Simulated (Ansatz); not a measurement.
# AlClFHO: the cost of one run

All numbers below are computed with Ansatz 0.2.0 (RKS BLYP/def2-SVP).

## Step 1: The starting structure

Bond lengths: Al1–Cl2 2.230 Å, Al1–O3 1.780 Å, O3–H4 1.010 Å, Al1–F5 1.690 Å. Angles: Cl2–Al1–O3 120.0°, Cl2–Al1–F5 120.0°, O3–Al1–F5 120.0°, Al1–O3–H4 109.5°.

As a file:

```xyz
5

Al    0.0000    0.0000    0.0000
Cl    0.0000    0.0000    2.2300
O     1.5415    0.0000   -0.8900
H     1.8414   -0.9519   -1.0449
F    -1.4635    0.0000   -0.8450
```

## Step 2: Relaxing the start

Input file input.yaml:

```yaml
crystal:
  periodic: [false, false, false]
  atoms:
    - { symbol: Al, position_ang: [0.0, 0.0, 0.0] }
    - { symbol: Cl, position_ang: [0.0, 0.0, 2.23] }
    - { symbol: O, position_ang: [1.5415, 0.0, -0.89] }
    - { symbol: H, position_ang: [1.8414, -0.9519, -1.0449] }
    - { symbol: F, position_ang: [-1.4635, 0.0, -0.845] }
basis:
  gaussian: { orbitals: def2-SVP }
hamiltonian:
  xc: blyp
relax:
  f_tol: 0.02
  max_steps: 40
```

Run with:

```bash
ansatz run input.yaml --threads 1 --pin off --max-ram 2048MiB --backend cpu --events-out ev --progress --plain --runs-dir out
```

Q: Estimate wall time and peak memory on 1 thread of AMD EPYC 7R43 (Zen 3), shared host.

About 18 s, with a peak of 0.16 GiB.
